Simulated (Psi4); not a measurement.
# wB97M-V/def2-TZVPPD (core potential) run of [SnH3]− (SMILES [H][Sn-]([H])[H])

What is the vertical ionisation energy of [SnH3]− at wB97M-V/def2-TZVPPD (core potential)? 

The results are computed with Psi4 1.11.

2 further runs of the same task are left out: 2 set aside as unsound or not needed.

## 1. The molecule

[SnH3]− has 4 atoms, charge -1, and is taken as a singlet. As SMILES, `[H][Sn-]([H])[H]`. The shape comes from GFN2-xTB, which is rough for such elements, and wasn't checked as a minimum.

Bond lengths: Sn1–H2 1.948 Å, Sn1–H3 1.948 Å, Sn1–H4 1.949 Å. Angles: H2–Sn1–H3 93.3°, H2–Sn1–H4 93.4°, H3–Sn1–H4 93.5°.

## 2. The energy at wB97M-V/def2-TZVPPD (core potential)

Input file calc.py:

```python
import psi4

psi4.set_memory('1600 MB')
psi4.set_num_threads(1)
psi4.core.set_output_file('psi4.out', False)

molecule = psi4.geometry("""
-1 1
Sn
H 1 1.947655
H 1 1.947872 2 93.33705
H 1 1.94855 2 93.41078 3 93.70187
symmetry c1
no_reorient
no_com
""")

psi4.set_options({
    'reference': 'rks',
    'puream': True,
    'e_convergence': 1e-09,
    'd_convergence': 1e-08,
    'scf_type': 'pk',
    'dft_radial_points': 99,
    'dft_spherical_points': 590,
})

energy_value, wavefunction = psi4.energy('wb97m-v/def2-TZVPPD', return_wfn=True)
print(f'wb97m-v/def2-TZVPPD energy: {energy_value:.10f} Eh')
```

Launch:

```
$ python calc.py
```

psi4.out, shortened:

```text
[...]
    !!!  WARNING: ECP capability is in beta. Please check occupations closely.  !!!
[...]
  Running in c1 symmetry.
[...]
  Nuclear repulsion =   18.488597320638917
[...]
  Multiplicity = 1
[...]
  Nalpha       = 13
  Nbeta        = 13
[...]
    Number of basis functions: 107
[...]
   @RKS iter   1:  -215.77542295000512   -1.31578e+00   6.25755e-03 ADIIS/DIIS
[...]
   @RKS iter  11:  -216.03203722055608   -1.33014e-11   7.05648e-09 DIIS
[...]
    Orbital Energies [Eh]
    ---------------------
    Doubly Occupied:
       1A     -5.020813     2A     -3.351289     3A     -3.351285
       4A     -3.347475     5A     -0.908279     6A     -0.908278
       7A     -0.904832     8A     -0.904822     9A     -0.902758
      10A     -0.366243    11A     -0.169108    12A     -0.168992
      13A     -0.096376
[...]
  @RKS Final Energy:  -216.03203722055608
   => Energetics <=
    Nuclear Repulsion Energy =             18.4885973206389167
    One-Electron Energy =                -420.5151021026696299
    Two-Electron Energy =                 199.0075552550352143
    DFT Exchange-Correlation Energy =     -13.1123824096728718
    Empirical Dispersion Energy =           0.0000000000000000
    VV10 Nonlocal Energy =                  0.0992947161123034
    Total Energy =                       -216.0320372205560773
[...]
 Multipole Moments:
 ------------------------------------------------------------------------------------
     Multipole            Electronic (a.u.)      Nuclear  (a.u.)        Total (a.u.)
 ------------------------------------------------------------------------------------
 L = 1.  Multiply by 2.5417464519 to convert [e a0] to [Debye]
 Dipole X            :         -3.5420329            2.9162105           -0.6258223
 Dipole Y            :         -3.3185080            2.7328342           -0.5856738
 Dipole Z            :         -3.1348986            2.5816311           -0.5532675
 Magnitude           :                                                    1.0201825
[...]
```

On the terminal:

```text
wb97m-v/def2-TZVPPD energy: -216.0320372206 Eh
```

It took 1.9 min on 1 thread of Intel Xeon Platinum 8259CL at 2.50GHz (Skylake/Cascade Lake), shared host; peak memory 0.75 GiB.

## 3. Doublet neutral SnH3, same level

Input file job.in:

```
memory 1.6 GB

molecule {
  0 2
  Sn    -0.006380     0.005730     0.791670
  H      1.637790    -0.033600    -0.251650
  H     -0.786860     1.432510    -0.280410
  H     -0.844540    -1.404640    -0.259610
  units angstrom
  symmetry c1
  no_reorient
  no_com
}

set globals {
  basis def2-TZVPPD
  reference uks
  puream true
  e_convergence 1e-09
  d_convergence 1e-08
  scf_type pk
  dft_radial_points 99
  dft_spherical_points 590
  maxiter 200
}

energy("wb97m-v")
```

Launch:

```
$ psi4 job.in job.out -n 1
```

job.out, shortened:

```text
[...]
    !!!  WARNING: ECP capability is in beta. Please check occupations closely.  !!!
[...]
  Running in c1 symmetry.
[...]
  Nuclear repulsion =   18.488599666647755
[...]
  Multiplicity = 2
[...]
  Nalpha       = 13
  Nbeta        = 12
[...]
    Number of basis functions: 107
[...]
   @UKS iter   1:  -215.81320202349355   -1.35367e+00   4.95965e-03 ADIIS/DIIS
[...]
   @UKS iter  14:  -215.93613972693947   -1.29603e-11   4.59420e-09 DIIS
[...]
   @S^2 Observed:                7.553022801E-01
[...]
    Orbital Energies [Eh]
    ---------------------
    Alpha Occupied:
       1A     -5.268138     2A     -3.599492     3A     -3.596253
       4A     -3.596247     5A     -1.155047     6A     -1.155044
       7A     -1.154463     8A     -1.150934     9A     -1.150923
      10A     -0.602071    11A     -0.388916    12A     -0.388738
      13A     -0.343891
    Alpha Virtual:
      14A      0.024993    15A      0.033009    16A      0.033080
      17A      0.087292    18A      0.088808    19A      0.088811
      20A      0.105852    21A      0.108445    22A      0.108500
      23A      0.140472    24A      0.148533    25A      0.148599
[...]
  @UKS Final Energy:  -215.93613972693947
   => Energetics <=
    Nuclear Repulsion Energy =             18.4885996666477546
    One-Electron Energy =                -414.5073345881584146
    Two-Electron Energy =                 193.0039547872646608
    DFT Exchange-Correlation Energy =     -13.0182645920587365
    Empirical Dispersion Energy =           0.0000000000000000
    VV10 Nonlocal Energy =                  0.0969049993652515
    Total Energy =                       -215.9361397269394729
[...]
 Multipole Moments:
 ------------------------------------------------------------------------------------
     Multipole            Electronic (a.u.)      Nuclear  (a.u.)        Total (a.u.)
 ------------------------------------------------------------------------------------
 L = 1.  Multiply by 2.5417464519 to convert [e a0] to [Debye]
 Dipole X            :          0.2469486           -0.2531666           -0.0062180
 Dipole Y            :         -0.2219534            0.2273907            0.0054373
 Dipole Z            :        -30.6737607           31.4168291            0.7430684
 Magnitude           :                                                    0.7431143
[...]
```

Run time: 2.6 min. Hardware: 1 thread of Intel Xeon Platinum 8259CL at 2.50GHz (Skylake/Cascade Lake), shared host; peak memory 0.75 GiB.

## 4. Summary of results

At wB97M-V/def2-TZVPPD (core potential):

| quantity | value |
| --- | --- |
| singlet [SnH3]−: total energy | -216.03204 Eh |
| singlet [SnH3]−: HOMO energy | -2.62 eV |
| singlet [SnH3]−: LUMO energy | 4.84 eV |
| singlet [SnH3]−: HOMO–LUMO gap (to an unbound level, set by the basis) | 7.46 eV |
| doublet neutral SnH3: total energy | -215.93614 Eh |
| doublet neutral SnH3: dipole moment | 1.89 D |
| doublet neutral SnH3: HOMO energy (highest over α and β) | -9.36 eV |
| doublet neutral SnH3: LUMO energy (lowest over α and β) | -2.72 eV |
| doublet neutral SnH3: ⟨S²⟩ | 0.755 |
| vertical detachment energy (to the doublet neutral) | 2.610 eV |

Removing an electron at fixed nuclei costs 2.61 eV (60 kcal/mol). The negative HOMO energy of the first species, 2.62 eV, lies 0.01 eV above that difference.
